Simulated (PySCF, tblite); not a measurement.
# C5H5ClF radical: geometry, infrared bands and EPR parameters

Wanted: the infrared bands and EPR parameters of C5H5ClF radical (`C=C1[C](C)[C@@]1(F)Cl`), by calculation.

Programs: tblite 0.8.0 and PySCF 2.14.0, with density-fitted response routines of our own. Each step states its level of theory. These are calculated values for one molecule in the gas phase, unless marked as measured. Atoms are numbered from 0 throughout.

## 1. Starting geometry

12 atoms, charge 0, multiplicity 2; geometry from: force field or distance geometry start.

Bonds of the start (Å): C0–C1 1.34, C1–C2 1.49, C2–C3 1.53, C2–C4 1.51, C4–F5 1.37, C4–Cl6 1.78, C4–C1 1.49, C0–H7 1.07, C0–H8 1.10, C3–H9 1.12, C3–H10 1.09, C3–H11 1.09.

## 2. Geometry optimisation with GFN2-xTB

Job settings and geometry (Å):

```
{"job": {"kind": "relax", "xc": "GFN2-xTB", "basis": "xTB"}, "charge": 0, "multiplicity": 2}
C      1.864000     0.519300     0.485600
C      0.818500    -0.169300     0.010600
C     -0.373100    -0.113500    -0.881800
C     -1.469800     0.777700    -0.289200
C     -0.049500    -1.374500    -0.114400
F     -0.986800    -1.682600     0.831400
Cl     0.781700    -2.694900    -0.965400
H      2.592800     0.148300     1.179700
H      1.999400     1.560900     0.160400
H     -1.364500     0.846600     0.825400
H     -2.468400     0.412800    -0.540600
H     -1.343100     1.768400    -0.727700
```

On the command line:

```bash
OMP_NUM_THREADS=1 python probes_run.py task.json out
```

One launch serves the whole session: the jobs run in the order shown.

**Question.** This job is followed by: GFN2-xTB harmonic vibrations, gas phase; UKS B3LYP, pcH-1 on C Cl F H, non-relativistic, mean-field spin-orbit, GIAO. What will the session give for the following? strongest single infrared mode (GFN2-xTB); zero-point energy (GFN2-xTB); g(iso) (B3LYP); ⟨S²⟩; largest a(iso) (averaged by class); potential on the surface of density 0.002 e/bohr³, 1st and 99th percentile.

As calculated:

| quantity | value |
| --- | --- |
| strongest single infrared mode (GFN2-xTB) | 850 cm⁻¹, 112 km/mol |
| zero-point energy (GFN2-xTB) | 50.1 kcal/mol |
| g(iso) (B3LYP) | 2.00303 |
| ⟨S²⟩ | 0.772 (exact 0.75) |
| largest a(iso) (averaged by class) | 13C on C2, 59.1 MHz |
| potential on the surface of density 0.002 e/bohr³, 1st and 99th percentile | -1.07 V and 1.14 V |

**Reading.** Over 96 steps the energy fell by 1.049 eV; of the close pairs, C1–C2 changed most, 1.490 to 1.372 Å. All 30 modes are real, so the xTB geometry is a minimum. The strongest single mode, at 850 cm⁻¹, moves mainly C4. GFN2-xTB is a fitted tight-binding method: band positions and strengths are rough. Its intensities can rank the bands wrongly. The largest spin populations lie on C0 (0.72 e), C2 (0.53 e). The isotropic g lies 0.7 ppt above the free-electron value. These values are for one conformer; the search (at its own cheap level) found 2 more, at 0.00, 0.05 kcal/mol (those within 0.05 may be mirror or relabelled copies), and measured spectra average over such forms.
